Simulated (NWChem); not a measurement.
# B2H3ClO (SMILES BOBCl): levels of theory compared

Aim: a comparison of 3 runs (HF/def2-SVP, PBE/pcseg-1, PBE0/def2-SVP) of B2H3ClO. 

The calculation is run with NWChem 7.3.0.

### Step 1. The structure to begin with

The species is B2H3ClO (7 atoms), meant as a singlet with charge 0. As SMILES, `BOBCl`. Geometry: relaxed at GFN2-xTB. This is one conformer, not always the lowest.

Bond lengths: B1–O2 1.304 Å, O2–B3 1.296 Å, B3–Cl4 1.742 Å, B1–H5 1.177 Å, B1–H6 1.177 Å, B3–H7 1.176 Å. Angles: B1–O2–B3 176.4°, O2–B3–Cl4 119.0°, O2–B1–H5 119.1°, O2–B1–H6 119.1°, O2–B3–H7 122.2°, Cl4–B3–H7 118.7°, H5–B1–H6 121.8°.

### Step 2. Energy and forces at HF/def2-SVP (run 1)

The input, run.xyz:

```xyz
7
B2ClH3O hf
B     -0.401850     1.284470     0.032720
O      0.042440     0.065840    -0.098850
B      0.451820    -1.162080    -0.156390
Cl    -0.076790    -2.287410     1.063070
H      0.225320     2.057780     0.660650
H     -1.409640     1.586250    -0.495280
H      1.168700    -1.544860    -1.005930
```

The input, run.nw:

```
start run
title "B2ClH3O hf"
memory 2200 mb
charge 0
geometry units angstroms noautosym nocenter noautoz
  load format xyz run.xyz
end
basis "ao basis" spherical bse
  * library def2-SVP
end
scf
  thresh 1e-08
  maxiter 80
  print medium
end
task scf gradient
```

Started as:

```console
$ nwchem run.nw > run.out
```

Output:

```text
[...]
  functions       =    75
[...]
  wavefunction    = RHF
[...]
         Total SCF energy =   -585.355436999731
      One-electron energy =  -1056.541818252975
      Two-electron energy =    345.035021660166
 Nuclear repulsion energy =    126.151359593077
        Time for solution =      3.5s
[...]
                         RHF ENERGY GRADIENTS
    atom               coordinates                        gradient
                 x          y          z           x          y          z
   1 B      -0.759386   2.427296   0.061832    0.007961  -0.023644  -0.001611
   2 O       0.080200   0.124420  -0.186799   -0.004722   0.005885   0.004664
   3 B       0.853816  -2.196013  -0.295534   -0.007215   0.013999   0.004368
   4 Cl     -0.145112  -4.322578   2.008911    0.004830   0.013703  -0.012618
   5 H       0.425793   3.888640   1.248447   -0.005955  -0.008448  -0.006813
   6 H      -2.663833   2.997578  -0.935943    0.010733  -0.003627   0.004996
   7 H       2.208523  -2.919362  -1.900932   -0.005633   0.002131   0.007014
[...]
```

It took 5.1 s on 1 thread of AMD EPYC 9R45 (Zen 5), shared host; peak memory 0.1 GiB.

### Step 3. Energy and forces at PBE/pcseg-1 (run 2)

The input, run.py:

```python
from ase import Atoms
from ase.calculators.nwchem import NWChem

molecule = Atoms(['B', 'O', 'B', 'Cl', 'H', 'H', 'H'], positions=[
    [-0.401850, 1.284470, 0.032720],
    [0.042440, 0.065840, -0.098850],
    [0.451820, -1.162080, -0.156390],
    [-0.076790, -2.287410, 1.063070],
    [0.225320, 2.057780, 0.660650],
    [-1.409640, 1.586250, -0.495280],
    [1.168700, -1.544860, -1.005930],
])

calc = NWChem(
    label='b2clh3o',
    theory='dft',
    memory='2200 mb',
    basis='pcseg-1',
    basispar='spherical bse',
    dft={'xc': 'xpbe96 cpbe96', 'mult': '1', 'grid': 'xfine', 'convergence': 'energy 1e-08', 'iterations': '100', 'mulliken': None},
)
molecule.calc = calc

forces = molecule.get_forces()
e = molecule.get_potential_energy()
print(f"E = {e:.6f} eV")
print("forces (eV/A):")
for s, f in zip(molecule.symbols, forces):
    print(f"{s:2s} {f[0]:10.5f} {f[1]:10.5f} {f[2]:10.5f}")
print("dipole (e A):", molecule.get_dipole_moment().round(4))
```

Started as:

```console
$ export ASE_NWCHEM_COMMAND="nwchem PREFIX.nwi > PREFIX.nwo"
$ python run.py
```

Output:

```text
E = -15962.985431 eV
forces (eV/A):
B    -0.51998    1.50435    0.11621
O     0.10608    0.08207   -0.20517
B     0.47884   -1.43406   -0.07657
Cl   -0.26056   -0.67260    0.65162
H     0.49103    0.52096    0.48131
H    -0.74984    0.16352   -0.39616
H     0.45437   -0.16419   -0.57120
dipole (e A): [ 0.0427  0.1785 -0.1343]
```

The calculator wrote b2clh3o.nwi:

```
title "b2clh3o"

permanent_dir b2clh3o

scratch_dir b2clh3o

start b2clh3o

geometry units angstrom nocenter noautosym noautoz
  B  -4.0184999999999998e-01 1.2844700000000000e+00 3.2719999999999999e-02
  O  4.2439999999999999e-02 6.5839999999999996e-02 -9.8849999999999993e-02
  B  4.5182000000000000e-01 -1.1620800000000000e+00 -1.5639000000000000e-01
  Cl -7.6789999999999997e-02 -2.2874099999999999e+00 1.0630700000000000e+00
  H  2.2531999999999999e-01 2.0577800000000002e+00 6.6064999999999996e-01
  H  -1.4096400000000000e+00 1.5862499999999999e+00 -4.9528000000000000e-01
  H  1.1687000000000001e+00 -1.5448599999999999e+00 -1.0059300000000000e+00
end

memory 2200 mb

basis spherical bse noprint
   * library pcseg-1
end

dft
  xc xpbe96 cpbe96
  mult 1
  grid xfine
  convergence energy 1e-08
  iterations 100
  mulliken
end

task dft gradient
```

b2clh3o.nwo:

```text
Northwest Computational Chemistry Package (NWChem) 7.3.0
             --------------------------------------------------------

           Job information
           ---------------

    nwchem branch   = 7.3.0
    use scalapack   = T
    input           = b2clh3o.nwi
    prefix          = b2clh3o.
    data base       = b2clh3o/b2clh3o.db
    status          = startup
    nproc           =        1

           Memory information
           ------------------

    heap     =     72089594 doubles =      550.0 Mbytes
    stack    =     72089599 doubles =      550.0 Mbytes
    global   =    144179200 doubles =     1100.0 Mbytes (distinct from heap & stack)
    total    =    288358393 doubles =     2200.0 Mbytes
    verify   = yes
    hardfail = no

[... 109 lines left out ...]
  convergence criterion.
[... 38 lines left out ...]
          Spatial weights used:  Erf1
[... 85 lines left out ...]
         Total DFT energy =     -586.628899283123
[... 3 lines left out ...]
 Nuclear repulsion energy =      126.151359593077
[... 597 lines left out ...]
          Convergence on gradient requested:  5.00D-04
[... 25 lines left out ...]
          total energy or number of iterations.
[... 38 lines left out ...]
                 ----------------------------------------
                 |  Time  |  1-e(secs)   |  2-e(secs)   |
                 ----------------------------------------
                 |  CPU   |       0.00   |       1.19   |
                 ----------------------------------------
                 |  WALL  |       0.00   |       1.19   |
                 ----------------------------------------

 Task  times  cpu:       13.1s     wall:       13.1s
 Total times  cpu:       13.1s     wall:       13.1s
```

Run time: 14 s. Hardware: 1 thread of AMD EPYC 9R45 (Zen 5), shared host; peak memory 0.14 GiB.

### Step 4. Energy and gradient at PBE0/def2-SVP (run 3)

The input, b2clh3o.nw:

```
start b2clh3o
memory total 2200 mb

geometry units atomic noautosym nocenter noautoz
B   -0.75938644   2.42729652   0.06183184
O    0.08019998   0.12441957  -0.18679943
B    0.85381606  -2.19601293  -0.29553427
Cl  -0.14511207  -4.32257843   2.00891115
H    0.42579309   3.88864062   1.24844756
H   -2.66383353   2.99757807  -0.93594356
H    2.20852292  -2.91936230  -1.90093220
end

basis "ao basis" spherical bse
B library def2-SVP
O library def2-SVP
Cl library def2-SVP
H library def2-SVP
end

dft
xc pbe0
grid xfine
convergence energy 1e-08
maxiter 100
mulliken
end

task dft gradient
```

Started as:

```console
$ nwchem b2clh3o.nw > b2clh3o.out
```

Output:

```text
[...]
          Wavefunction type:  closed shell.
          No. of atoms     :     7
          No. of electrons :    38
[...]
          Charge           :     0
          Spin multiplicity:     1
[...]
          AO basis - number of functions:    75
[...]
              XC Information
              --------------
                         PBE0 Method XC Functional
                     Hartree-Fock (Exact) Exchange  0.250
          PerdewBurkeErnzerhof Exchange Functional  0.750
            Perdew 1991 LDA Correlation Functional  1.000 local
           PerdewBurkeErnz. Correlation Functional  1.000 non-local
[...]
 d= 0,ls=0.0,diis     1   -586.4200232512 -7.13D+02  1.27D-02  5.04D-01     1.1
[...]
 d= 0,ls=0.0,diis     8   -586.4861850151 -5.72D-09  4.63D-06  2.37D-07     8.1
         Total DFT energy =     -586.486185015142
      One electron energy =    -1056.736593364570
           Coulomb energy =      389.964462720169
    Exchange-Corr. energy =      -45.865404908296
 Nuclear repulsion energy =      126.151350537554
[...]
      Total Density - Mulliken Population Analysis
     ---------------------------------------------
    Atom       Charge   Shell Charges
 -----------   ------   -------------------------------------------------------
    1 B    5     4.92   1.99  0.81  0.17  1.58  0.27  0.10
    2 O    8     7.90   1.99  1.06  0.47  2.99  1.39  0.01
    3 B    5     4.95   1.99  0.82  0.08  1.60  0.31  0.16
    4 Cl  17    17.10   2.00  1.99  1.25  0.68  5.93  2.16  3.07  0.02
    5 H    1     1.05   0.75  0.28  0.01
    6 H    1     1.05   0.75  0.28  0.01
    7 H    1     1.03   0.75  0.27  0.01
[...]
  wavefunction    = closed shell
                         DFT ENERGY GRADIENTS
    atom               coordinates                        gradient
                 x          y          z           x          y          z
   1 B      -0.759386   2.427297   0.061832    0.006645  -0.020181  -0.001084
   2 O       0.080200   0.124420  -0.186799   -0.001815  -0.000685   0.003164
   3 B       0.853816  -2.196013  -0.295534   -0.004588   0.022824  -0.003028
   4 Cl     -0.145112  -4.322578   2.008911    0.003092   0.008555  -0.007985
   5 H       0.425793   3.888641   1.248448   -0.008950  -0.010199  -0.009120
   6 H      -2.663834   2.997578  -0.935944    0.014229  -0.003516   0.007273
   7 H       2.208523  -2.919362  -1.900932   -0.008613   0.003201   0.010779
[...]
```

Run time: 11 s. Hardware: 1 thread of AMD EPYC 9R45 (Zen 5), shared host; peak memory 0.14 GiB.

### Step 5. Overview of the runs

```tsv
run	level	iteration cap	module	energy (Eh)	dipole moment (D)	HOMO energy (eV)	LUMO energy (eV)	wall time
1	HF/def2-SVP	80	scf	-585.355437	1.13	-12.26	2.94	5.1 s
2	PBE/pcseg-1	100	dft	-586.628899	1.09	-7.54	-2.01	14 s
3	PBE0/def2-SVP	100	dft	-586.486185	0.85	-8.79	-0.82	11 s
```

### Step 6. Summary of results

| quantity | value |
| --- | --- |
| run 3: total energy | -586.48619 Eh |
| run 3: dipole moment | 0.85 D |
| run 3: HOMO energy | -8.79 eV |
| run 3: LUMO energy | -0.82 eV |
| run 3: HOMO–LUMO gap | 7.97 eV |
| run 3: largest force on an atom | 1.207 eV/Å |

**Reading.** The dipole moment (its size) runs from 0.85 D (PBE0/def2-SVP) to 1.13 D (HF/def2-SVP). The HOMO–LUMO gap runs from 5.53 eV (PBE/pcseg-1) to 15.20 eV (HF/def2-SVP). The two ends differ in method and basis. Totals of different functionals can't be ranked against each other. All runs together took 30 s, the longest 14 s.
